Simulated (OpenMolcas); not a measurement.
# W²⁺ among point charges: CASSCF and CASPT2 levels and susceptibility

How does a field of 5 point charges split the states of W²⁺, and what χT follows?

Program: OpenMolcas 26.06. Level of theory: state-averaged CASSCF and CASPT2, spin-orbit coupling by RASSI with atomic mean-field integrals. These are calculated values, not measurements, unless marked.

**1. Starting point**

| Quantity | Value |
| --- | --- |
| Species | W²⁺ (tungsten, Z = 74, 72 electrons) |
| Basis | ANO-RCC-VDZP [7s6p4d2f1g], 68 functions |
| Scalar Hamiltonian | DKH2, point nucleus |
| Inactive shells | 1s 2s 2p 3s 3p 3d 4s 4p 4d 4f 5s 5p |
| Active space | 4 electrons in 5 orbitals (5d) |
| Some configurations of this space | 5d⁴ |
| Orbitals | optimised for each spin and parity, averaged over all roots |

The outer shells:

5d4
```
5d [↑ ][↑ ][↑ ][↑ ][  ]
```

The ion sits among 5 point charges of -1.5 e arranged as a trigonal bipyramid (D3h), 2.3 Å from the ion, with the axial distance 2.622 Å.

The work runs as a chain of OpenMolcas steps in one folder; each step below is one input file. The outputs are cut to the sections that carry results. Labels, J, g values, rates, χT and fits are worked out afterwards by a script from the matrices that RASSI stores.

**2. GATEWAY and SEWARD: basis and integrals**

a.inp

```
&GATEWAY
Coord
1

W 0.0 0.0 0.0
Basis=ANO-RCC-VDZP
Group=NoSym
NoMove
AngMom=0.0 0.0 0.0
AMFI
XField
5 Angstrom 0
2.300000 0.000000 0.000000 -1.500000
-1.150000 1.991858 0.000000 -1.500000
-1.150000 -1.991858 0.000000 -1.500000
0.000000 0.000000 2.622000 -1.500000
0.000000 0.000000 -2.622000 -1.500000
&SEWARD
```

Command:

```
OMP_NUM_THREADS=1 MOLCAS_MEM=1689 MOLCAS_PROJECT=a pymolcas a.inp > a.log
```

**3. Reference wave functions, quintets, 5 roots**

a.inp

```
&RASSCF
FileOrb=start.orb
Symmetry=1
Spin=5
nActEl=4 0 0
Inactive=34
Ras2=5
CIRoot=5 5 1
SDav=5
CIMx=300
Iter=120 100
PrWF=0.3
OrbListing=Nothing
MaxOrb=0
>>> COPY $Project.JobIph JOB001
```

start.orb holds the contracted functions of the basis, ordered by shell, or the orbitals of the step before.

**4. CASSCF: triplets, 45 roots**

a.inp

```
&RASSCF
FileOrb=start.orb
Symmetry=1
Spin=3
nActEl=4 0 0
Inactive=34
Ras2=5
CIRoot=45 45 1
SDav=45
CIMx=300
Iter=120 100
PrWF=0.3
OrbListing=Nothing
MaxOrb=0
>>> COPY $Project.JobIph JOB002
```

**5. Reference wave functions, singlets, 50 roots**

a.inp

```
&RASSCF
FileOrb=start.orb
Symmetry=1
Spin=1
nActEl=4 0 0
Inactive=34
Ras2=5
CIRoot=50 50 1
SDav=50
CIMx=300
Iter=120 100
PrWF=0.3
OrbListing=Nothing
MaxOrb=0
>>> COPY $Project.JobIph JOB003
```

**6. RASSI: spin-orbit coupling between the states**

a.inp

```
&RASSI
NrOfJobIphs=3 5 45 50
1 2 3 4 5
1 2 3 4 5 6 7 8 9 10 11 12 13 14 15 16 17 18 19 20 21 22 23 24 25 26 27
28 29 30 31 32 33 34 35 36 37 38 39 40 41 42 43 44 45
1 2 3 4 5 6 7 8 9 10 11 12 13 14 15 16 17 18 19 20 21 22 23 24 25 26 27
28 29 30 31 32 33 34 35 36 37 38 39 40 41 42 43 44 45 46 47 48 49 50
IphNames
JOB001
JOB002
JOB003
EJob
SpinOrbit
DIPRint=1.0
SOCoupling=1000.0
Subsets=2
Property=9
'ANGMOM' 1 'ANGMOM' 2 'ANGMOM' 3 'MLTPL  1' 1 'MLTPL  1' 2 'MLTPL  1' 3
'AMFI' 1 'AMFI' 2 'AMFI' 3
SOProperty=3
'ANGMOM' 1 'ANGMOM' 2 'ANGMOM' 3
```

**7. CASPT2: IPEA 0.25, imaginary shift 0.1 (closed shells correlated: 4f 5s 5p)**

a.inp

```
>>> COPY JOB001 $Project.JobIph
&CASPT2
Multistate=5 1 2 3 4 5
NoMult
Frozen=23
IPEA=0.25
Imaginary=0.1
MaxIter=60
WThr=0.0 0.3 0.05
PrWF=0.5
NoMix
>>> COPY JOB002 $Project.JobIph
&CASPT2
Multistate=45 1 2 3 4 5 6 7 8 9 10 11 12 13 14 15 16 17 18 19 20 21 22
23 24 25 26 27 28 29 30 31 32 33 34 35 36 37 38 39 40 41 42 43 44 45
NoMult
Frozen=23
IPEA=0.25
Imaginary=0.1
MaxIter=60
WThr=0.0 0.3 0.05
PrWF=0.5
NoMix
>>> COPY JOB003 $Project.JobIph
&CASPT2
Multistate=50 1 2 3 4 5 6 7 8 9 10 11 12 13 14 15 16 17 18 19 20 21 22
23 24 25 26 27 28 29 30 31 32 33 34 35 36 37 38 39 40 41 42 43 44 45 46
47 48 49 50
NoMult
Frozen=23
IPEA=0.25
Imaginary=0.1
MaxIter=60
WThr=0.0 0.3 0.05
PrWF=0.5
NoMix
```

(Steps that only read results are left out.)

Q: Predict the outcome of this session. Wanted: spin-free ground state; first state of the same spin within the active space; lowest level; next level.

The runs gave:

| quantity | value |
| --- | --- |
| method | SS-CASPT2, IPEA 0.25, imaginary shift 0.1 (closed shells correlated: 4f 5s 5p) |
| spin-free ground state | 5A1, 1-fold in its orbital part |
| first state of the same spin within the active space | 5E at 4450 cm⁻¹ |
| lowest level | 1-fold |
| next level | 1291.6 cm⁻¹ |
| χT at 300 K | 0.33 cm³ K/mol |
| effective moment at 300 K | 1.64 μB |

Cost by method:

| method | time of its own steps | time with the reference |
| --- | --- | --- |
| A. CASSCF | 30 s | 30 s |
| B. SS-CASPT2, IPEA 0.25, imaginary shift 0.1, +4f 5s 5p | 34 s | 64 s |

Times are of one thread on a shared host.

The spin-free ground state (5A1) comes to 100 % from free-ion D terms and keeps the highest spin of the shell. χT at 300 K is 0.33, against 3.01 cm³ K/mol for the spin alone, so orbital moment, zero-field splitting or mixing of spin states lowers it. An active space of the d shell alone favours high spin; real ions in strong fields can be low spin. CASPT2 does not keep the components of a term degenerate, and the means are used. Point charges leave out covalency, so the field and the spin state can differ from those of real complexes. With metal d orbitals alone active, the gaps between spin states are rough; where two lie within a few thousand cm-1, their order is open. This is an electrostatic model: the charges have no orbitals.
